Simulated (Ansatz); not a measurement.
# Sr2MgTi2S6, space group C2/m: a dry run that shows the plan

Program: the Python package of Ansatz (0.2.0).

Run as a notebook:

In [1]:
```python
import warnings

import ansatz as az
from ase import Atoms
```

In [2]:
```python
warnings.simplefilter("ignore", az.DeckWarning)
```

In [3]:
```python
atoms = Atoms(
    ["Sr", "Sr", "Mg", "Ti", "Ti", "S", "S", "S", "S", "S", "S"],
    scaled_positions=[
        (0.27348, 0.27348, 0.34006),
        (0.72652, 0.72652, 0.65994),
        (0.5, 0.5, 0.0),
        (0.0, 0.0, 0.5),
        (0.0, 0.0, 0.0),
        (0.16105, 0.16105, 0.83285),
        (0.16746, 0.66835, 0.70299),
        (0.66835, 0.16746, 0.70299),
        (0.83895, 0.83895, 0.16715),
        (0.83254, 0.33165, 0.29701),
        (0.33165, 0.83254, 0.29701),
    ],
    cell=[
        (6.48486, -3.49761, 0.0),
        (6.48486, 3.49761, 0.0),
        (-1.67602, 0.0, 5.61721),
    ],
    pbc=True,
)
xtal = az.Crystal.from_ase(atoms)
```

In [4]:
```python
setup = (
    xtal.calculation()
    .kpoints(4, 4, 4)
    .pseudopotentials("nc")
    .functional("pbe", dispersion="d3bj")
    .occupations("Gaussian")
)
session = setup.session()
print("features:", ", ".join(session.active_features))
print("SCF threshold (eV):", session.dr2_threshold)
planned = session.plan(dry_run=True)
told = planned.describe()
for name in ("ecut_ev", "ecutrho_ev", "n_bands", "nominal_top_band", "n_pw_range", "fft_dense", "fft_smooth", "n_sym_ops", "cell_volume_ang3"):
    print(f"{name:18s} {told[name]}")
print("irreducible k-points and weights")
for k, weight in zip(told.kpoints_frac, told.kweights):
    print(f"  {k[0]:8.4f} {k[1]:8.4f} {k[2]:8.4f}  {weight:.5f}")
```
```text
features: PbeFamilyXc, PairwiseDispersion, FractionalOccupations, GaussianSmearing
SCF threshold (eV): None
ecut_ev            1155.0
ecutrho_ev         4620.0
n_bands            56
nominal_top_band   45
n_pw_range         [22670, 22741]
fft_dense          [90, 90, 72]
fft_smooth         [81, 81, 72]
n_sym_ops          4
cell_volume_ang3   254.81362288249395
irreducible k-points and weights
    0.0000   0.0000   0.0000  0.01562
    0.0000   0.0000   0.2500  0.03125
    0.0000   0.0000  -0.5000  0.01562
    0.0000   0.2500   0.0000  0.06250
    0.0000   0.2500   0.2500  0.06250
    0.0000   0.2500  -0.5000  0.06250
    0.0000   0.2500  -0.2500  0.06250
    0.0000  -0.5000   0.0000  0.03125
    0.0000  -0.5000   0.2500  0.06250
    0.0000  -0.5000  -0.5000  0.03125
    0.2500   0.2500   0.0000  0.03125
    0.2500   0.2500   0.2500  0.03125
    0.2500   0.2500  -0.5000  0.03125
    0.2500   0.2500  -0.2500  0.03125
    0.2500  -0.5000   0.0000  0.06250
    0.2500  -0.5000   0.2500  0.06250
    0.2500  -0.5000  -0.5000  0.06250
    0.2500  -0.5000  -0.2500  0.06250
    0.2500  -0.2500   0.0000  0.03125
    0.2500  -0.2500   0.2500  0.06250
    0.2500  -0.2500  -0.5000  0.03125
   -0.5000  -0.5000   0.0000  0.01562
   -0.5000  -0.5000   0.2500  0.03125
   -0.5000  -0.5000  -0.5000  0.01562
```

The structure comes from a database and needn't be a stable phase.
